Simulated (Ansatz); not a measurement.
# CsZn2C6N6: the cost of one run

Program: Ansatz 0.2.0. Level of theory: DFT PBE, scalar-relativistic, plane waves, PAW. These are calculated values, not measurements.

**1. The starting structure**

Symmetry: F-43m, No. 216, cubic system. The conventional cell has a = 10.189 Å, b = 10.189 Å, c = 10.189 Å, α = 90.00°, β = 90.00°, γ = 90.00°. Around Cs (site symmetry -43m) lie 12 N at 3.64 Å and 12 C at 3.66 Å. Around Zn (site symmetry -43m) lie 6 C at 1.92 Å. Zn (site symmetry -43m) has 6 N at 2.01 Å in its first shell of neighbours. C (site symmetry 2mm) is surrounded by 1 N at 1.17 Å and 1 Zn at 1.92 Å. N (site symmetry 2mm) has 1 C at 1.17 Å and 1 Zn at 2.01 Å in its first shell of neighbours.

Structure file:

```
CELL_PARAMETERS angstrom
0.00000 5.09450 5.09450
5.09450 0.00000 5.09450
5.09450 5.09450 0.00000
ATOMIC_POSITIONS crystal
Cs 0.75000 0.75000 0.75000
Zn 0.00000 0.00000 0.00000
Zn 0.50000 0.50000 0.50000
C 0.81186 0.18814 0.18814
C 0.18814 0.18814 0.81186
C 0.81186 0.18814 0.81186
C 0.18814 0.81186 0.81186
C 0.81186 0.81186 0.18814
C 0.18814 0.81186 0.18814
N 0.69703 0.30297 0.30297
N 0.30297 0.30297 0.69703
N 0.69703 0.30297 0.69703
N 0.30297 0.69703 0.69703
N 0.69703 0.69703 0.30297
N 0.30297 0.69703 0.30297
```

A structure generator made this guess: cyanide-bridged rock-salt net of two metals, 1 guest cations a cell (F-43m, No. 216). The dimensions are guesses.

**2. Probe: one point on a coarse mesh**

input.yaml

```yaml
crystal:
  lattice:
    - [0.0, 5.0945, 5.0945]
    - [5.0945, 0.0, 5.0945]
    - [5.0945, 5.0945, 0.0]
  atoms:
    - { symbol: Cs, position: [0.75, 0.75, 0.75] }
    - { symbol: Zn, position: [0.0, 0.0, 0.0] }
    - { symbol: Zn, position: [0.5, 0.5, 0.5] }
    - { symbol: C, position: [0.81185592, 0.18814408, 0.18814408] }
    - { symbol: C, position: [0.18814408, 0.18814408, 0.81185592] }
    - { symbol: C, position: [0.81185592, 0.18814408, 0.81185592] }
    - { symbol: C, position: [0.18814408, 0.81185592, 0.81185592] }
    - { symbol: C, position: [0.81185592, 0.81185592, 0.18814408] }
    - { symbol: C, position: [0.18814408, 0.81185592, 0.18814408] }
    - { symbol: "N", position: [0.6970262, 0.3029738, 0.3029738] }
    - { symbol: "N", position: [0.3029738, 0.3029738, 0.6970262] }
    - { symbol: "N", position: [0.6970262, 0.3029738, 0.6970262] }
    - { symbol: "N", position: [0.3029738, 0.6970262, 0.6970262] }
    - { symbol: "N", position: [0.6970262, 0.6970262, 0.3029738] }
    - { symbol: "N", position: [0.3029738, 0.6970262, 0.3029738] }
basis:
  ecutwfc: 420
kpoints:
  mp_grid: { grid: [4, 4, 4] }
hamiltonian:
  xc: pbe
scf:
  occupations: { method: gaussian, width: 0.1 }
  lower_state_search: "off"
output:
  forces: true
  stress: true
  eigenvalues: true
```

On the command line:

```sh
$ ansatz run input.yaml --threads 1 --pin off --max-ram 2560MiB --backend cpu --events-out ev --progress --plain --runs-dir out
```

Q: Estimate wall time and peak memory on 1 thread of Intel Xeon 6975P-C (Granite Rapids), shared host.

About 6 s, with a peak of 0.54 GiB.
